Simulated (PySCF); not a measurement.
# KP+: bond curves at several levels of theory

One table from this session's results is given with a row withheld; the runs are named, their logs left out.

Method: K aug-pcseg-1, P aug-pcseg-1, no relativity; program: PySCF 2.14.0.

Set-up of the first run:

The job is set up so:

| Item | Value |
| --- | --- |
| atoms | K, P |
| charge | 1 |
| basis | K aug-pcseg-1, P aug-pcseg-1 |
| Hamiltonian | no relativity |
| basis functions | 60 |
| electrons treated | 33 |
| masses in u | 38.9637, 30.9738 |
| levels | PBE0, PBE, r²SCAN, TPSSh, r²SCANh, M06-2X, HF, MP2, SCS-MP2, CCSD, CCSD(T) |
| grid | 80 radial by 434 angular points |
| occupations | held fixed by the projection of orbital angular momentum |
| dissociation limit | K+ + P, each in its ground configuration |
| starting distance in angstrom | 3.110 |
| values of 2S to try | 1, 3 |

Started as:

```
$ OMP_NUM_THREADS=1 python dia.py task.json out
```

Among the steps run: Input; PBE0 along the bond; Excited determinants; PBE (GGA); r²SCAN; TPSSh (hybrid meta-GGA); r²SCANh; M06-2X (hybrid meta-GGA); UHF; Adding correlation.

One table of the session follows, with a row left open; its other results are not shown here.

Energy (eV) from each level's lowest point:

```
R (Å)    UHF  UHF-MP2  UHF-SCS-MP2  UHF-CCSD  UHF-CCSD(T)
3.087  0.150    0.121        0.127       n/a          n/a
3.230  0.075    0.056        0.060     0.061        0.060
3.374  0.032    0.021        0.023     0.024        0.023
3.481      ?        ?            ?         ?            ?
3.589  0.004    0.001        0.002     0.002        0.002
3.697  0.000    0.000        0.000     0.000        0.000
3.840  0.000    0.004        0.004     0.003        0.004
4.020  0.006    0.015        0.014     0.013        0.014
4.235  0.017    0.031        0.029     0.029        0.030
4.522  0.033    0.054        0.051       n/a          n/a
```

Estimate the missing values for R (Å) = 3.481.

Worked estimate for «UHF». A straight line through the neighbours (3.374, 0.032) and (3.589, 0.004) gives 0.032 + (0.004 − 0.032) × (3.481 − 3.374) / (3.589 − 3.374) = 0.018; a parabola fitted to 4 rows on both sides gives 0.013.

**Answer.** UHF: 0.014; UHF-MP2: 0.007; UHF-SCS-MP2: 0.009; UHF-CCSD: 0.009; UHF-CCSD(T): 0.009. In «UHF» the line misses by +0.004 and the parabola by -0.001.

Caveats from the session: The bond is weak, and basis-set superposition, which was not computed, may be a sizeable part of it.
